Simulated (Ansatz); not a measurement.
# AlCo: the cost of one run

Computed with Ansatz 0.2.0 (the levels named in each step, unless a step's input says otherwise).

**1. The starting structure**

Bond lengths: Al1–Co2 2.250 Å.

Structure file:

```xyz
2

Al    0.0000    0.0000    0.0000
Co    0.0000    0.0000    2.2504
```

**2. A rough first relaxation, PBE-D4/def2-SVP**

This run stands in another session on the same molecule. It ended at:

```xyz
2

Al    0.0000    0.0000   -0.0395
Co    0.0000    0.0000    2.2899
```

**3. Relaxation, HF/STO-3G**

Contents of input.yaml:

```yaml
crystal:
  periodic: [false, false, false]
  atoms:
    - { symbol: Al, position_ang: [0.0, 0.0, -0.03946528] }
    - { symbol: Co, position_ang: [0.0, 0.0, 2.28986528] }
magnetization:
  spin_polarized: true
  initial_magnetization: 2
basis:
  gaussian: { orbitals: STO-3G }
hamiltonian:
  xc: hf
relax:
  f_tol: 0.002
  max_steps: 150
```

Run with:

```console
> ansatz run input.yaml --threads 2 --pin off --max-ram 5120MiB --backend cpu --events-out ev --progress --plain --runs-dir out
```

**Question.** How long does this run take on 2 threads of Oxide Virtual Turin-like (Zen 5), shared host, and how much memory does it need?

About 16 s, with a peak of 0.093 GiB.
